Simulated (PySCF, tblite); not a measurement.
**C8H14Si: geometry, infrared bands and NMR shifts**

What infrared bands and NMR shifts should C8H14Si (`C=C[SiH2]C1=C(CC)CC1`) show?

Computed with tblite 0.8.0 and PySCF 2.14.0, with density-fitted response routines of our own, on a single molecule in the gas phase. Atoms count from 0, in the outputs and in this text.

**1. The starting structure**

23 atoms, charge 0, multiplicity 1; geometry from: force field or distance geometry start.

Bonds of the start (Å): C0–C1 1.35, C1–Si2 1.82, Si2–C3 1.89, C3–C4 1.36, C4–C5 1.56, C5–C6 1.52, C4–C7 1.51, C7–C8 1.54, C8–C3 1.53, C0–H9 1.08, C0–H10 1.10, C1–H11 1.08, Si2–H12 1.47, Si2–H13 1.49, C5–H14 1.10, C5–H15 1.10, C6–H16 1.10, C6–H17 1.09, C6–H18 1.10, C7–H19 1.10, C7–H20 1.10, C8–H21 1.09, C8–H22 1.10.

**2. Relaxing the molecule with GFN2-xTB**

The job: settings as JSON, then the geometry in Å.

```
{"job": {"kind": "relax", "xc": "GFN2-xTB", "basis": "xTB"}, "charge": 0, "multiplicity": 1}
C      2.971600     0.618500     0.236200
C      2.724700     0.235300    -1.032900
Si     1.095600    -0.036300    -1.802800
C     -0.137100    -0.791100    -0.585400
C     -1.207300    -0.348000     0.121100
C     -1.949000     1.025900     0.213500
C     -1.329800     1.900000     1.293000
C     -1.447900    -1.681600     0.786100
C     -0.224000    -2.198500     0.003900
H      3.975700     0.746000     0.602300
H      2.157500     0.821300     0.940700
H      3.559000     0.036100    -1.688700
H      1.243500    -0.939600    -2.957200
H      0.563400     1.264900    -2.296900
H     -1.905500     1.551000    -0.747100
H     -3.002500     0.845500     0.456300
H     -1.374000     1.406200     2.276500
H     -0.280800     2.109200     1.080000
H     -1.867600     2.851000     1.376100
H     -1.333800    -1.706600     1.877300
H     -2.398000    -2.178400     0.527200
H     -0.451200    -2.998500    -0.705000
H      0.612700    -2.505300     0.649600
```

Launch:

```
OMP_NUM_THREADS=1 python probes_run.py task.json out
```

This one command runs all jobs of the session in turn.

**Question.** This job is followed by: GFN2-xTB harmonic vibrations, gas phase; GIAO PBE0/pcSseg-1 NMR shielding, non-relativistic, gas phase. Predict these results of the whole session: strongest single infrared mode (GFN2-xTB); zero-point energy (GFN2-xTB); 13C shifts against TMS (PBE0/pcSseg-1); 1H shifts against TMS (PBE0/pcSseg-1, means over atoms taken as alike); 29Si shifts against TMS (PBE0/pcSseg-1).

The runs gave:

```
                                                              quantity                                                   value
                             strongest single infrared mode (GFN2-xTB)                                   2190 cm⁻¹, 469 km/mol
                                          zero-point energy (GFN2-xTB)                                          118.7 kcal/mol
                                13C shifts against TMS (PBE0/pcSseg-1)  181.6, 142.6, 141.3, 140.6, 34.9, 31.2, 29.6, 17.3 ppm
1H shifts against TMS (PBE0/pcSseg-1, means over atoms taken as alike)      6.47, 6.41, 6.05, 4.61, 2.82, 2.52, 2.26, 1.10 ppm
                               29Si shifts against TMS (PBE0/pcSseg-1)                                               -71.2 ppm
```

In words: Over 103 steps the energy fell by 0.238 eV; of the close pairs, C4–C5 changed most, 1.564 to 1.485 Å. All 63 modes are real, so the xTB geometry is a minimum. The strongest single mode, at 2190 cm⁻¹, moves mainly H12 and H13. Unscaled tight-binding wavenumbers are off by several per cent, some by more. Its intensities can rank the bands wrongly. At PBE0/pcSseg-1: The widest tensor belongs to C4: span 265 ppm, with a paramagnetic part of -257 ppm.
